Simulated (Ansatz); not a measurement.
# C2H5GaO: basis-set convergence

One table from this session's results is given with a row withheld; the runs are named, their logs left out.

Computed with Ansatz 0.2.0, Gaussian basis. Level: one geometry, several basis sets.

The runs, in order: PBE0-D4/def2-SVP; ωB97M-V/def2-SVP; PBE0-D4/def2-QZVPP; ωB97M-V/def2-QZVPP; the functionals' def2-TZVPP values are taken from earlier runs.

## The relaxed structure

An earlier PBE0-D4 in a triple-zeta def2 set relaxation fixed the geometry.

SMILES `C=[C](O)[GaH2]`, 9 atoms, charge 0, spin multiplicity 1.

Atoms are counted from 1 here; the program's logs count them from 0.

Bond lengths: C1–C2 1.337 Å, C1–H5 1.087 Å, C1–H6 1.082 Å, C2–O3 1.367 Å, C2–Ga4 1.961 Å, O3–H7 0.960 Å, Ga4–H8 1.575 Å, Ga4–H9 1.562 Å. Angles: C2–C1–H5 121.9°, C2–C1–H6 120.0°, H5–C1–H6 118.1°, C1–C2–O3 118.6°, C1–C2–Ga4 119.2°, O3–C2–Ga4 122.2°, C2–O3–H7 109.7°, C2–Ga4–H8 117.6°, C2–Ga4–H9 119.3°, H8–Ga4–H9 123.1°.

The first run:

File in.yaml:

```yaml
crystal:
  periodic: [false, false, false]
  atoms:
    - {symbol: C, position_ang: [-0.178044, 1.328452, -0.662716]}
    - {symbol: C, position_ang: [0.315992, 0.132553, -0.325946]}
    - {symbol: O, position_ang: [1.452139, -0.304663, -0.947616]}
    - {symbol: Ga, position_ang: [-0.607119, -0.934063, 1.036517]}
    - {symbol: H, position_ang: [0.297409, 1.955878, -1.411856]}
    - {symbol: H, position_ang: [-1.076115, 1.697468, -0.185560]}
    - {symbol: H, position_ang: [1.691307, -1.170720, -0.610881]}
    - {symbol: H, position_ang: [0.006728, -2.336323, 1.405739]}
    - {symbol: H, position_ang: [-1.902287, -0.368591, 1.702329]}
basis:
  gaussian: {orbitals: def2-SVP}
hamiltonian: {xc: pbe0, dispersion: d4}
output: {orbitals: {seedname: orbitals}}
```

The run is started by

```sh
ansatz run in.yaml --threads 2 --pin off --events-out ev --progress --plain --max-ram 4352MiB
```

Among the steps run: PBE0-D4 in def2-SVP; ωB97M-V in def2-SVP; PBE0-D4 in def2-QZVPP; ωB97M-V in def2-QZVPP.

One of the session's tables, all rows but one given; the rest of the session is left out.

It belongs to the step «Density functionals: the series». 

```
functional       basis  HOMO (eV)  LUMO (eV)
   PBE0-D4    def2-SVP      -6.73      -1.82
   PBE0-D4  def2-TZVPP      -6.88      -1.87
   PBE0-D4  def2-QZVPP      -6.91      -1.89
   ωB97M-V    def2-SVP          ?          ?
   ωB97M-V  def2-TZVPP      -9.08      -0.14
   ωB97M-V  def2-QZVPP      -9.11      -0.27
```

**Question.** Estimate the row for ωB97M-V, def2-SVP.

As computed: HOMO (eV): -8.91; LUMO (eV): -0.07. In the column «HOMO (eV)» it lies between ωB97M-V, def2-TZVPP (-9.08) and PBE0-D4, def2-QZVPP (-6.91).
